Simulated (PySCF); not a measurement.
# S3Sm2 (Sm2(S)1(S)2): the cost of one run

Program: PySCF 2.14.0. Level of theory: several levels, as the steps say, no spin–orbit coupling. These are calculated values, not measurements.

6 further runs of the same task are left out: 2 for a known fault of the program, 4 that didn't finish.

### 1 Where the work starts

5 atoms, charge 0, spin multiplicity 1.

Bond lengths: Sm1–S3 2.616 Å, Sm1–S4 2.376 Å, Sm2–S3 2.616 Å, Sm2–S5 2.376 Å. Angles: S3–Sm1–S4 116.3°, S3–Sm2–S5 116.3°, Sm1–S3–Sm2 138.5°.

Geometry (Å):

```xyz
5
charge 0, multiplicity 1
Sm   -0.34192   -0.58059    2.44563
Sm   -0.34192   -0.58059   -2.44563
S    -0.81259   -1.37980    0.00000
S     0.85812    1.45710    2.67261
S     0.85812    1.45710   -2.67261
```

Formal oxidation states: Sm +3. Each metal's 5 4f electrons lie in its core potential, so multiplicities, spins and levels count the valence alone. An earlier session relaxed this geometry at BP86, Sm lcecp-1-SVP with ECP51, S def2-SVP (singlet, point group C2v).

At BP86 on the finer grid: E = -1264.069896 Eh, HOMO -4.63 eV, LUMO -2.85 eV, Mulliken charge on Sm1 +0.56 e, largest force component 0.006 eV/Å. 

Levels to run: CAM-B3LYP; PBE0; TPSS; TPSSh; BP86, TZVP. Hardware: 2 threads of Arm Neoverse V2, shared host.

### 2 CAM-B3LYP

Contents of run.py (the lines that set the calculation):

```python
mol = gto.M(atom='''
Sm    -0.34192    -0.58059     2.44563
Sm    -0.34192    -0.58059    -2.44563
S     -0.81259    -1.37980     0.00000
S      0.85812     1.45710     2.67261
S      0.85812     1.45710    -2.67261''',
    basis={'Sm': 'lcecp-1-SVP', 'S': 'def2-SVP'},
    ecp={'Sm': 'lcecp-1-SVP'},
    charge=0, spin=0)
mf = dft.RKS(mol, xc='CAMB3LYP')
mf.grids.atom_grid = (75, 302)  # f atoms: unpruned, at least (60, 302)
mf = mf.density_fit()  # fitting sets: Sm AutoAux, S def2-universal-JKFIT
mf.conv_tol = 1e-08; mf.max_cycle = 55
mf.kernel(dm0)  # dm0: the density of the relaxed state
```

Command:

```
$ OMP_NUM_THREADS=2 python run.py
```

**Question.** How long does this run take on 2 threads of Arm Neoverse V2, shared host?

About 11 s.
